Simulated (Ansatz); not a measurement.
# CsBa3: the cost of one run

Method: DFT PBE, scalar-relativistic, plane waves, PAW, in Ansatz 0.2.0.

1 further run of the same task is left out (for a known fault of the program).

### 1 The structure to begin with

It takes space group P6_3/mmc (No. 194, hexagonal). The conventional cell has a = 9.020 Å, b = 9.020 Å, c = 7.240 Å, α = 90.00°, β = 90.00°, γ = 120.00°. Cs (site symmetry -6m2) has 6 Ba at 4.46 Å as nearest neighbours. Ba (site symmetry mm2) is surrounded by 2 Cs at 4.46 Å and 4 Ba at 4.46 Å.

As a file:

```xyz
8
Lattice="9.0199 0.0000 0.0000 -4.5100 7.8115 0.0000 0.0000 0.0000 7.2399" Properties=species:S:1:pos:R:3 pbc="T T T"
Cs    0.0000    5.2076    1.8100
Cs    4.5100    2.6038    5.4299
Ba    4.5100    5.2024    1.8100
Ba   -2.2505    6.5070    5.4299
Ba    2.2595    1.3045    1.8100
Ba    0.0000    2.6090    5.4299
Ba    6.7604    1.3045    1.8100
Ba    2.2505    6.5070    5.4299
```

(A quick probe on a coarse mesh, which set the mesh and smearing, is not shown.)

### 3 Relaxing cell and atoms

File input.yaml:

```yaml
crystal:
  lattice:
    - [9.0199041738, 0.0, 0.0]
    - [-4.5099520869, 7.8114661542, 0.0]
    - [0.0, 0.0, 7.2398648014]
  atoms:
    - { symbol: Cs, position: [0.3333333333, 0.6666666667, 0.25] }
    - { symbol: Cs, position: [0.6666666667, 0.3333333333, 0.75] }
    - { symbol: Ba, position: [0.833, 0.666, 0.25] }
    - { symbol: Ba, position: [0.167, 0.833, 0.75] }
    - { symbol: Ba, position: [0.334, 0.167, 0.25] }
    - { symbol: Ba, position: [0.167, 0.334, 0.75] }
    - { symbol: Ba, position: [0.833, 0.167, 0.25] }
    - { symbol: Ba, position: [0.666, 0.833, 0.75] }
basis:
  ecutwfc: 420
kpoints:
  mp_grid: { grid: [6, 6, 6] }
hamiltonian:
  xc: pbe
scf:
  occupations: { method: gaussian, width: 0.1 }
output:
  forces: true
  stress: true
  eigenvalues: true
relax:
  adjacent_minimum: "off"
  f_tol: 0.01
  max_steps: 80
  cell: { stress_tol: 0.05 }
```

The run is started by

```bash
$ ansatz run input.yaml --threads 1 --pin off --max-ram 2560MiB --backend cpu --events-out ev --progress --plain --runs-dir out
```

What time and memory should one allow on 1 thread of Arm Neoverse V1, shared host?

About 5.7 min, with a peak of 1 GiB.
